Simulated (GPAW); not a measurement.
# MoSe in GPAW: convergence with plane-wave cutoff (eV)

Input of the first run (plane-wave cutoff (eV) 200); the others differ in this setting and in those tied to it:

Contents of run.py:

```python
from ase.dft.bandgap import bandgap
from ase.io import read, write
from ase.units import GPa
from gpaw import GPAW, PW

atoms = read('POSCAR')

calc = GPAW(mode=PW(200),
            xc='MGGA_X_R2SCAN+MGGA_C_R2SCAN',
            kpts={'size': (8, 8, 8), 'gamma': True},
            occupations={'name': 'fermi-dirac', 'width': 0.05},
            nbands=20,
            convergence={'density': 1e-05, 'energy': 1e-05},
            maxiter=100,
            txt='gpaw.txt')
atoms.calc = calc
energy = atoms.get_potential_energy()
forces = atoms.get_forces()
stress = atoms.get_stress()
calc.write('gs.gpw')
write('result.traj', atoms)
print(f'Energy: {energy:.6f} eV')
print('Forces (eV/A):')
print(forces.round(4))
print('Stress (GPa):', (stress / GPa).round(3))
print('Fermi level:', round(calc.get_fermi_level(), 4), 'eV')
print(f'Gap: {bandgap(calc)[0]:.4f} eV, direct: {bandgap(calc, direct=True)[0]:.4f} eV')
```

File POSCAR:

```
MoSe
1.0
    0.0000000000      2.8928795100      2.8928795100
    2.8928795100      0.0000000000      2.8928795100
    2.8928795100      2.8928795100      0.0000000000
Mo Se
1 1
Direct
    0.0000000000      0.0000000000      0.0000000000
    0.5000000000      0.5000000000      0.5000000000
```

Potentials or basis: GPAW PAW data sets (gpaw-data 1.2.1), pw.

The run is started by

```console
$ OMP_NUM_THREADS=1 python run.py
```

The cell was built by a generator and needn't be a form met in nature.

Hardware: 1 thread of Arm Neoverse V1, on a shared host.

Q: The values tried are 200, 250, 300, 350, 400, 500, 600, 800, 1000, loosest first. From which on does the pressure stay within 0.1 GPa of the tightest run that finished?

A: From 600 on.

| plane-wave cutoff (eV) | energy less the tightest run, at zero smearing (meV/atom) | pressure (GPa) | SCF cycles | CPU time (s) | peak memory (GiB) |
| --- | --- | --- | --- | --- | --- |
| 200 | 612.11 | -26.99 | 12 | 17 | 0.25 |
| 250 | 332.56 | -26.71 | 12 | 19 | 0.25 |
| 300 | 147.71 | -24.74 | 12 | 40 | 0.26 |
| 350 | 60.07 | -23.05 | 12 | 41 | 0.26 |
| 400 | 24.36 | -22.09 | 12 | 34 | 0.27 |
| 500 | 6.04 | -21.49 | 12 | 77 | 0.29 |
| 600 | 2.55 | -21.38 | 12 | 80 | 0.29 |
| 800 | 0.58 | -21.35 | 12 | 120 | 0.32 |
| 1000 | 0.00 | -21.34 | 12 | 160 | 0.35 |

Against the tightest run, the energy stays within 1 meV/atom from 800 on. The tightest run that finished is the yardstick and may itself not be fully converged.

Caveat, for the tightest run too: so large a pressure means that the cell lies far from this level's equilibrium, or that cutoff or potentials fall short; the potentials were made for another functional, which shifts forces and pressure.
